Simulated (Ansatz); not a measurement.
# WC: the cost of one run

Program: the Python package of Ansatz 0.2.0. Level of theory: DFT r2SCAN+D3(BJ), plane waves, PAW. These are calculated values, not measurements.

## (1) The structure

The structure is cubic, space group Fm-3m (No. 225). Conventional cell: a = 4.385 Å, b = 4.385 Å, c = 4.385 Å, α = 90.00°, β = 90.00°, γ = 90.00°. W (site symmetry m-3m) has 6 C at 2.19 Å as nearest neighbours. C (site symmetry m-3m) has 6 W at 2.19 Å as nearest neighbours.

Input file wc.xyz:

```xyz
2
Lattice="0.0 2.192684 2.192684 2.192684 0.0 2.192684 2.192684 2.192684 0.0" Properties=species:S:1:pos:R:3 pbc="T T T"
W     0.00000000    0.00000000    0.00000000
C     2.19268400    2.19268400    2.19268400
```

## (2) The code

smear.py reads:

```python
import ansatz as az
import matplotlib.pyplot as plt

wc = az.Crystal.from_extxyz("wc.xyz")

setup = (
    wc.calculation()
    .scf(tolerance=1e-09)
    .basis(600)
    .kpoints(11, 11, 11)
    .functional(az.Functional.R2SCAN, dispersion="d3bj")
    .stress()
)

rows = []
for value in [0.5, 0.3, 0.2, 0.1]:
    summary = setup.occupations("gaussian", width=value).run(threads=1, pin="off").report
    rows.append((value, summary["free_energy_ev"] / len(summary["lattice"]["sites"]), summary["n_iterations"], sum(summary["stress_gpa"][i][i] for i in range(3)) / 3, summary["n_kpoints"]))

print("  width (eV)   F/atom (eV)    iterations       P (GPa)      k-points")
for row in rows:
    print(f"{str(row[0]):>12s}  {row[1]:12.5f}  {row[2]:12d}  {row[3]:12.3f}  {row[4]:12d}")

for row in rows[:-1]:
    shift = 1000 * (row[1] - rows[-1][1])
    print(f"{row[0]}: {shift:+.2f} meV/atom" + ("  (within 1 meV)" if abs(shift) < 1 else ""))
plt.figure(figsize=(4.5, 3))
plt.plot([str(row[0]) for row in rows], [1000 * (row[1] - rows[-1][1]) for row in rows], "o-")
plt.xlabel("width (eV)")
plt.ylabel("F - F(last) (meV/atom)")
plt.tight_layout()
plt.savefig("smear.png", dpi=100)
```

## (3) The calls as engine input

The engine receives this input (first run):

```yaml
crystal:
  lattice:
    - [0.0, 2.192684, 2.192684]
    - [2.192684, 0.0, 2.192684]
    - [2.192684, 2.192684, 0.0]
  atoms:
    - { symbol: W, position: [0.0, 0.0, 0.0] }
    - { symbol: C, position: [0.5, 0.5, 0.5] }
basis:
  ecutwfc: 600.0
kpoints:
  mp_grid:
    grid: [11, 11, 11]
hamiltonian:
  xc: r2scan
  dispersion: d3bj
scf:
  convergence:
    dr2_threshold: 1.0e-09
  occupations:
    method: gaussian
    width: 0.5
output:
  stress: true
```

## (4) The run

Launch:

```sh
> python smear.py
```

What time and memory should one allow on 1 thread of Arm Neoverse V1, shared host?

About 20 s, with a peak of 0.47 GiB.
